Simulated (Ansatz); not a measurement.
# C₂H₇FInN: small, medium and large basis sets

One table from this session's results is given with a row withheld; the runs are named, their logs left out.

Method: one geometry, several basis sets; program: Ansatz 0.2.0, Gaussian basis.

Plan: PBE0-D4/def2-SVP; ωB97M-V/def2-SVP; PBE0-D4/def2-QZVPP; ωB97M-V/def2-QZVPP; the functionals' def2-TZVPP values are taken from earlier runs.

## Structure used throughout

The geometry comes from an earlier relaxation with PBE0-D4 in a triple-zeta def2 set; it is a stationary point, not always the lowest conformer. In takes the def2 core potential; no spin-orbit term is included.

SMILES `C[NH][In]([CH3])[F]`, 12 atoms, charge 0, spin multiplicity 1.

Atoms are counted from 1 here; the program's logs count them from 0.

Bond lengths: C1–N2 1.442 Å, C1–H6 1.098 Å, C1–H7 1.093 Å, C1–H8 1.098 Å, N2–In3 1.991 Å, N2–H9 1.008 Å, In3–C4 2.121 Å, In3–F5 1.969 Å, C4–H10 1.089 Å, C4–H11 1.090 Å, C4–H12 1.090 Å. Angles: N2–C1–H6 112.6°, N2–C1–H7 110.5°, N2–C1–H8 112.5°, H6–C1–H7 106.7°, H6–C1–H8 107.5°, H7–C1–H8 106.7°, C1–N2–In3 129.6°, C1–N2–H9 113.8°, In3–N2–H9 116.6°, N2–In3–C4 138.1°, N2–In3–F5 105.3°, C4–In3–F5 116.7°, In3–C4–H10 108.4°, In3–C4–H11 110.1°, In3–C4–H12 110.0°, H10–C4–H11 109.7°, H10–C4–H12 109.6°, H11–C4–H12 108.9°.

Set-up of the first run:

in.yaml reads:

```yaml
crystal:
  periodic: [false, false, false]
  atoms:
    - {symbol: C, position_ang: [-1.715852, -0.070020, 1.336503]}
    - {symbol: N, position_ang: [-0.622664, 0.812290, 1.009381]}
    - {symbol: In, position_ang: [0.842743, 0.579138, -0.317809]}
    - {symbol: C, position_ang: [1.477166, -0.870359, -1.730823]}
    - {symbol: F, position_ang: [1.933503, 2.212915, -0.177798]}
    - {symbol: H, position_ang: [-2.696420, 0.384307, 1.142156]}
    - {symbol: H, position_ang: [-1.665935, -0.980816, 0.733921]}
    - {symbol: H, position_ang: [-1.701272, -0.385735, 2.388035]}
    - {symbol: H, position_ang: [-0.619323, 1.669760, 1.538704]}
    - {symbol: H, position_ang: [2.355289, -0.485847, -2.247139]}
    - {symbol: H, position_ang: [0.683277, -1.064370, -2.451660]}
    - {symbol: H, position_ang: [1.729488, -1.801273, -1.223461]}
basis:
  gaussian: {orbitals: def2-SVP}
hamiltonian: {xc: pbe0, dispersion: d4}
output: {orbitals: {seedname: orbitals}}
```

Started as:

```console
ansatz run in.yaml --threads 2 --pin off --events-out ev --progress --plain --max-ram 32768MiB --backend cpu
```

Among the steps run: PBE0-D4 in def2-SVP; ωB97M-V in def2-SVP; PBE0-D4 in def2-QZVPP; ωB97M-V in def2-QZVPP.

One of the session's tables, all rows but one given; the rest of the session is left out.

It belongs to the step «Functionals by basis». 

```
functional       basis  HOMO (eV)
   PBE0-D4    def2-SVP      -6.38
   PBE0-D4  def2-TZVPP      -6.52
   PBE0-D4  def2-QZVPP      -6.56
   ωB97M-V    def2-SVP      -8.70
   ωB97M-V  def2-TZVPP          ?
   ωB97M-V  def2-QZVPP      -8.90
```

Estimate the missing values for ωB97M-V, def2-TZVPP.

The run gave: HOMO (eV): -8.86. In the column «HOMO (eV)» it lies between ωB97M-V, def2-QZVPP (-8.90) and ωB97M-V, def2-SVP (-8.70).
